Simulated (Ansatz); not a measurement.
# AlH₅OSi₂: how energies converge with the basis set

An exercise on one series of results from a longer session: the logs are not shown, and one member is left open.

Computed with Ansatz 0.2.0, Gaussian basis. Level: one geometry, several basis sets.

The runs, in order: PBE0-D4/def2-SVP; ωB97M-V/def2-SVP; PBE0-D4/def2-QZVPP; ωB97M-V/def2-QZVPP; the functionals' def2-TZVPP values are taken from earlier runs.

## Structure used throughout

The geometry comes from an earlier relaxation with PBE0-D4 in a triple-zeta def2 set; it is a stationary point, not always the lowest conformer.

SMILES `[O]1[AlH][SiH2][SiH2]1`, 9 atoms, charge 0, spin multiplicity 1.

Atoms are counted from 1 here; the program's logs count them from 0.

Bond lengths: O1–Al2 1.728 Å, O1–Si4 1.667 Å, Al2–Si3 2.445 Å, Al2–H5 1.580 Å, Si3–Si4 2.361 Å, Si3–H6 1.488 Å, Si3–H7 1.488 Å, Si4–H8 1.488 Å, Si4–H9 1.488 Å. Angles: Al2–O1–Si4 107.6°, O1–Al2–Si3 89.3°, O1–Al2–H5 122.2°, Si3–Al2–H5 148.5°, Al2–Si3–Si4 69.5°, Al2–Si3–H6 119.4°, Al2–Si3–H7 119.3°, Si4–Si3–H6 117.2°, Si4–Si3–H7 117.1°, H6–Si3–H7 109.6°, O1–Si4–Si3 93.6°, O1–Si4–H8 110.8°, O1–Si4–H9 110.8°, Si3–Si4–H8 116.1°, Si3–Si4–H9 116.0°, H8–Si4–H9 108.7°.

The first run:

File in.yaml:

```yaml
crystal:
  periodic: [false, false, false]
  atoms:
    - {symbol: O, position_ang: [-1.392668, -0.304854, -0.776287]}
    - {symbol: Al, position_ang: [-0.239713, 0.753776, -1.507708]}
    - {symbol: Si, position_ang: [1.239888, 0.414624, 0.408898]}
    - {symbol: Si, position_ang: [-0.755439, -0.819540, 0.675307]}
    - {symbol: H, position_ang: [-0.498058, 1.445286, -2.905071]}
    - {symbol: H, position_ang: [1.476806, 1.537437, 1.356745]}
    - {symbol: H, position_ang: [2.497867, -0.360315, 0.229178]}
    - {symbol: H, position_ang: [-0.611147, -2.300757, 0.692842]}
    - {symbol: H, position_ang: [-1.629234, -0.411859, 1.809094]}
basis:
  gaussian: {orbitals: def2-SVP}
hamiltonian: {xc: pbe0, dispersion: d4}
output: {orbitals: {seedname: orbitals}}
```

On the command line:

```bash
> ansatz run in.yaml --threads 2 --pin off --events-out ev --progress --plain --max-ram 4352MiB
```

Steps of the session up to this table: PBE0-D4 in def2-SVP; ωB97M-V in def2-SVP; PBE0-D4 in def2-QZVPP; ωB97M-V in def2-QZVPP.

One table of the session follows, with a row left open; its other results are not shown here.

It belongs to the step «Functionals by basis». 

```
functional       basis  HOMO (eV)  LUMO (eV)
   PBE0-D4    def2-SVP      -6.98      -1.70
   PBE0-D4  def2-TZVPP      -6.93      -1.77
   PBE0-D4  def2-QZVPP      -6.93      -1.79
   ωB97M-V    def2-SVP          ?          ?
   ωB97M-V  def2-TZVPP      -8.82      -0.07
   ωB97M-V  def2-QZVPP      -8.83      -0.19
```

Estimate the missing values for ωB97M-V, def2-SVP.

As computed: HOMO (eV): -8.84; LUMO (eV): 0.08. In the column «HOMO (eV)» it is the lowest.
